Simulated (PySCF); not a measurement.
# C₅H₁₂OSi: NMR shifts and electronic excitations in gas and solvents, part 1 of 2

Aim: compute the NMR shifts and electronic excitations of C₅H₁₂OSi (`O[SiH2]C1CCCC1`), and see what a dielectric continuum does where one was used.

The runs use PySCF 2.14.0, with density-fitted response routines of our own; the level of theory stands in each step. All values are computed, except where a source is named. Atoms are numbered from 0 throughout.

## (1) The molecule as given

19 atoms, charge 0, multiplicity 1; geometry from: GFN2-xTB.

Bonds of the start (Å): O0–Si1 1.63, Si1–C2 1.90, C2–C3 1.55, C3–C4 1.53, C4–C5 1.53, C5–C6 1.52, C6–C2 1.54, O0–H7 0.95, Si1–H8 1.47, Si1–H9 1.46, C2–H10 1.10, C3–H11 1.09, C3–H12 1.09, C4–H13 1.09, C4–H14 1.09, C5–H15 1.09, C5–H16 1.09, C6–H17 1.09, C6–H18 1.09.

## (2) Geometry optimisation at PBE0-D3(BJ)/def2-SVP

Job settings and geometry (Å):

```
{"job": {"xc": "PBE0", "basis": "def2-SVP", "d3": "d3bj", "grid": 1, "kind": "geom"}, "charge": 0, "multiplicity": 1}
O      3.004870     1.260124     0.189340
Si     2.186824    -0.146249     0.139227
C      0.341732     0.083811     0.548288
C     -0.383129     1.085517    -0.383056
C     -1.595625     0.338584    -0.950996
C     -1.867962    -0.763120     0.068041
C     -0.461277    -1.220527     0.436681
H      2.979666     1.836572     0.947673
H      2.761527    -1.111680     1.082620
H      2.374720    -0.525026    -1.254547
H      0.234727     0.445691     1.577154
H     -0.708059     1.959527     0.184136
H      0.262768     1.442421    -1.185812
H     -2.452698     0.994726    -1.100279
H     -1.341487    -0.112911    -1.911490
H     -2.483853    -1.566874    -0.334595
H     -2.368803    -0.346806     0.944387
H     -0.063745    -1.846818    -0.364285
H     -0.429999    -1.797712     1.360050
```

Output:

```text
step   0  E = -561.79308090  max force = 0.023805
step   1  E = -561.79733571  max force = 0.003074
step   2  E = -561.79758394  max force = 0.001616
step   3  E = -561.79761213  max force = 0.000773
step   4  E = -561.79762335  max force = 0.000351
optimisation converged
```

It took 76 s on 1 thread, shared host.

Step by step:

| step | energy from step 0 (eV) | largest force component (eV/Å) |
| --- | --- | --- |
| 0 | 0.0000 | 1.2241 |
| 1 | -0.1158 | 0.1581 |
| 2 | -0.1225 | 0.0831 |
| 3 | -0.1233 | 0.0397 |
| 4 | -0.1236 | 0.0180 |

Close pairs (by a distance rule), those that changed most:

| bond | before (Å) | after (Å) | change (Å) |
| --- | --- | --- | --- |
| O0–Si1 | 1.628 | 1.671 | +0.043 |
| Si1–H9 | 1.456 | 1.492 | +0.035 |
| Si1–H8 | 1.467 | 1.501 | +0.034 |
| Si1–C2 | 1.904 | 1.878 | -0.026 |
| C6–H17 | 1.092 | 1.106 | +0.014 |
| C5–H16 | 1.092 | 1.104 | +0.012 |
| C3–H12 | 1.090 | 1.102 | +0.012 |
| C4–H14 | 1.091 | 1.103 | +0.011 |

The end geometry stands in the next job.

| at the end point | value |
| --- | --- |
| point group (found at 0.08 Å tolerance) | C1 |
| rotational constants (GHz, main isotopes) | 4.758, 1.240, 1.074 |
| dipole moment (D) | 1.95 |

## (3) NMR shieldings: PBE0/pcSseg-1 in acetone

Job settings and geometry (Å):

```
{"job": {"kind": "nmr", "xc": "PBE0", "basis": "pcSseg-1", "solvent": "acetone", "pop": true}, "charge": 0, "multiplicity": 1}
O      2.834393     1.052507     0.194009
Si     2.005715    -0.397146     0.125661
C      0.170158    -0.199947     0.467628
C     -0.540637     0.786966    -0.502670
C     -1.745429     0.018315    -1.073154
C     -2.011542    -1.092493    -0.061338
C     -0.604647    -1.528389     0.339226
H      2.797838     1.528087     1.028314
H      2.584117    -1.395259     1.085835
H      2.195711    -0.883405    -1.271549
H      0.051890     0.166548     1.502890
H     -0.868079     1.684244     0.044656
H      0.118942     1.149303    -1.307930
H     -2.617733     0.664657    -1.253207
H     -1.476121    -0.432839    -2.042670
H     -2.626648    -1.912207    -0.463751
H     -2.538498    -0.686361     0.819661
H     -0.180562    -2.156244    -0.466328
H     -0.572289    -2.128517     1.260940
```

Method: GIAO PBE0/pcSseg-1 NMR shielding, non-relativistic, IEF-PCM acetone.

Output:

```text
coarse grid: 15584 points
cycle   1  E = -561.8709976665  dE =  6.248e-01  |g| = 7.501e-01  |ddm| = 3.783e+00
cycle   2  E = -561.7556865260  dE =  1.153e-01  |g| = 1.087e+00  |ddm| = 1.446e+00
cycle   3  E = -561.9804700310  dE = -2.248e-01  |g| = 7.596e-02  |ddm| = 9.530e-01
cycle   4  E = -561.9812818946  dE = -8.119e-04  |g| = 4.205e-02  |ddm| = 9.200e-02
cycle   5  E = -561.9817033025  dE = -4.214e-04  |g| = 6.252e-03  |ddm| = 4.051e-02
cycle   6  E = -561.9817118115  dE = -8.509e-06  |g| = 9.472e-04  |ddm| = 6.689e-03
final grid: 143640 points
cycle   7  E = -562.0338664786  dE = -3.149e-05  |g| = 8.979e-03  |ddm| = 2.596e-02
cycle   8  E = -562.0338488306  dE =  1.765e-05  |g| = 1.272e-02  |ddm| = 1.818e-02
cycle   9  E = -562.0338856125  dE = -3.678e-05  |g| = 7.350e-04  |ddm| = 1.052e-02
cycle  10  E = -562.0338857038  dE = -9.131e-08  |g| = 2.837e-04  |ddm| = 6.938e-04
cycle  11  E = -562.0338857191  dE = -1.524e-08  |g| = 4.273e-05  |ddm| = 2.376e-04
cycle  12  E = -562.0338857194  dE = -3.215e-10  |g| = 1.209e-05  |ddm| = 4.423e-05
converged SCF energy = -562.0338857194

GIAO shielding tensors (ppm)
atom      isotropic    diamagn.    paramagn.     s11        s22        s33       span
  0 O      317.858     388.793     -70.934    293.193    323.422    336.960     43.768
  1 Si     356.953     878.876    -521.923    306.007    349.273    415.579    109.571
  2 C      159.940     253.673     -93.733    129.931    167.967    181.921     51.990
  3 C      157.210     247.399     -90.189    129.579    164.781    177.270     47.690
  4 C      155.476     248.013     -92.537    129.216    164.858    172.353     43.137
  5 C      153.879     248.774     -94.896    132.835    161.369    167.431     34.595
  6 C      156.371     247.591     -91.220    131.545    164.517    173.051     41.506
  7 H       29.921      30.905      -0.984     21.636     25.031     43.097     21.461
  8 H       26.299      28.710      -2.411     22.099     25.546     31.252      9.153
  9 H       26.961      29.450      -2.489     23.387     26.449     31.048      7.660
 10 H       30.043      33.525      -3.482     25.975     27.520     36.635     10.660
 11 H       29.511      31.656      -2.145     24.131     27.717     36.686     12.555
 12 H       29.581      31.857      -2.276     24.001     29.235     35.508     11.507
 13 H       29.477      29.251       0.226     24.484     26.889     37.059     12.574
 14 H       29.985      30.513      -0.529     25.096     27.798     37.061     11.964
 15 H       29.569      28.903       0.666     24.799     26.610     37.298     12.500
 16 H       30.030      30.365      -0.335     25.576     27.371     37.143     11.567
 17 H       30.428      31.268      -0.840     25.202     29.388     36.695     11.492
 18 H       29.706      30.383      -0.677     24.486     27.522     37.110     12.624
```

Run time: 48 s. Hardware: 1 thread, shared host.

Shifts follow as δ = σ(reference) − σ, with reference shieldings (ppm) from runs at the same level and on the same kind of geometry: ¹H TMS 31.24, ¹³C TMS 185.4, ²⁹Si TMS 351.8, ¹⁷O H2O 342.8. The references are single molecules in the same continuum, so shifts against H2O, NH3, PH3, H3PO4 or CFCl3 are not on the usual liquid scales and can be off by tens of ppm. Atoms listed in one row are averaged.

| atoms | environment | σ (ppm) | δ (ppm) |
| --- | --- | --- | --- |
| C4, C5 | sp3 CH2 in a ring | 154.7 | 30.8 |
| C3, C6 | sp3 CH2 in a ring | 156.8 | 28.6 |
| C2 | sp3 CH bonded to Si | 159.9 | 25.5 |
| H8, H9 | hydrogen on a silicon bonded to C, O | 26.63 | 4.61 |
| H11, H18 | hydrogen on an sp3 CH2 in a ring | 29.61 | 1.63 |
| H13, H16 | hydrogen on an sp3 CH2 in a ring | 29.75 | 1.49 |
| H14, H15 | hydrogen on an sp3 CH2 in a ring | 29.78 | 1.46 |
| H7 | hydrogen on an oxygen bonded to Si | 29.92 | 1.32 |
| H12, H17 | hydrogen on an sp3 CH2 in a ring | 30.00 | 1.24 |
| H10 | hydrogen on an sp3 CH bonded to Si | 30.04 | 1.20 |
| O0 | oxygen bonded to Si, H | 317.9 | 24.9 |
| Si1 | silicon bonded to C, O, 2 H | 357.0 | -5.2 |

The run also stored atomic charges by several schemes (e):

| atoms | Mulliken | IAO | Hirshfeld | ESP fit |
| --- | --- | --- | --- | --- |
| O0 | -0.61 | -0.80 | -0.33 | -0.73 |
| Si1 | 0.88 | 0.99 | 0.39 | 0.61 |
| C2 | -0.58 | -0.42 | -0.12 | -0.14 |
| C3, C6 | -0.20 | -0.25 | -0.07 | -0.05 |
| C4, C5 | -0.23 | -0.26 | -0.07 | -0.01 |

Mayer bond orders: O0–Si1 0.99, Si1–C2 0.88, C2–C3 0.99, C3–C4 1.04, C4–C5 1.03, C5–C6 1.03, C6–C2 1.01.

Ring of atoms C2, C3, C4, C5, C6: NICS(0) -6.1, NICS(1) -4.2, NICS(1)zz -4.6 ppm (means of both faces).

## (4) Nuclear shieldings: PBE0/pcSseg-1 in dimethylsulfoxide

Same as in step 3 but for these lines:

```diff
@@ -1,2 +1,2 @@
-{"job": {"kind": "nmr", "xc": "PBE0", "basis": "pcSseg-1", "solvent": "acetone", "pop": true}, "charge": 0, "multiplicity": 1}
+{"job": {"kind": "nmr", "xc": "PBE0", "basis": "pcSseg-1", "solvent": "dimethylsulfoxide", "pop": false}, "charge": 0, "multiplicity": 1}
 O      2.834393     1.052507     0.194009
```

With the program's defaults for keys left out, this is: GIAO PBE0/pcSseg-1 NMR shielding, non-relativistic, IEF-PCM dimethylsulfoxide.

Output:

```text
coarse grid: 15584 points
cycle   1  E = -561.8715575175  dE =  6.242e-01  |g| = 7.495e-01  |ddm| = 3.783e+00
cycle   2  E = -561.7570848197  dE =  1.145e-01  |g| = 1.084e+00  |ddm| = 1.442e+00
cycle   3  E = -561.9808301880  dE = -2.237e-01  |g| = 7.566e-02  |ddm| = 9.484e-01
cycle   4  E = -561.9816350400  dE = -8.049e-04  |g| = 4.186e-02  |ddm| = 9.149e-02
cycle   5  E = -561.9820528651  dE = -4.178e-04  |g| = 6.195e-03  |ddm| = 4.025e-02
cycle   6  E = -561.9820612182  dE = -8.353e-06  |g| = 9.409e-04  |ddm| = 6.624e-03
final grid: 143640 points
cycle   7  E = -562.0342137157  dE = -3.154e-05  |g| = 8.964e-03  |ddm| = 2.596e-02
cycle   8  E = -562.0341962522  dE =  1.746e-05  |g| = 1.268e-02  |ddm| = 1.812e-02
cycle   9  E = -562.0342327941  dE = -3.654e-05  |g| = 7.342e-04  |ddm| = 1.046e-02
cycle  10  E = -562.0342328853  dE = -9.113e-08  |g| = 2.827e-04  |ddm| = 6.911e-04
cycle  11  E = -562.0342329004  dE = -1.512e-08  |g| = 4.258e-05  |ddm| = 2.366e-04
cycle  12  E = -562.0342329007  dE = -3.231e-10  |g| = 1.205e-05  |ddm| = 4.423e-05
converged SCF energy = -562.0342329007

GIAO shielding tensors (ppm)
atom      isotropic    diamagn.    paramagn.     s11        s22        s33       span
  0 O      318.093     388.862     -70.769    293.589    323.728    336.961     43.372
  1 Si     356.903     878.882    -521.979    305.874    349.241    415.595    109.721
  2 C      159.970     253.655     -93.684    129.925    168.008    181.979     52.054
  3 C      157.224     247.419     -90.195    129.596    164.780    177.296     47.700
  4 C      155.496     248.024     -92.528    129.226    164.884    172.380     43.154
  5 C      153.912     248.783     -94.872    132.853    161.416    167.465     34.612
  6 C      156.395     247.606     -91.211    131.559    164.542    173.085     41.526
  7 H       29.870      30.883      -1.014     21.571     24.963     43.076     21.505
  8 H       26.301      28.718      -2.416     22.101     25.548     31.255      9.154
  9 H       26.968      29.465      -2.498     23.394     26.459     31.050      7.656
 10 H       30.023      33.504      -3.481     25.955     27.492     36.623     10.668
 11 H       29.505      31.652      -2.147     24.125     27.706     36.682     12.556
 12 H       29.590      31.870      -2.280     24.011     29.247     35.514     11.503
 13 H       29.476      29.250       0.226     24.482     26.888     37.059     12.577
 14 H       29.985      30.516      -0.531     25.096     27.799     37.061     11.965
 15 H       29.570      28.903       0.667     24.798     26.610     37.301     12.503
 16 H       30.026      30.362      -0.336     25.571     27.364     37.143     11.571
 17 H       30.427      31.270      -0.842     25.201     29.388     36.694     11.493
 18 H       29.703      30.380      -0.677     24.480     27.518     37.110     12.630
```

Run time: 45 s. Hardware: 1 thread, shared host.

In short: δ C4 30.8, C3 28.7, C2 25.5, O0 25.0, H8 4.60, H11 1.64 ppm (means over like atoms).

(Continued in part 2 of 2.)
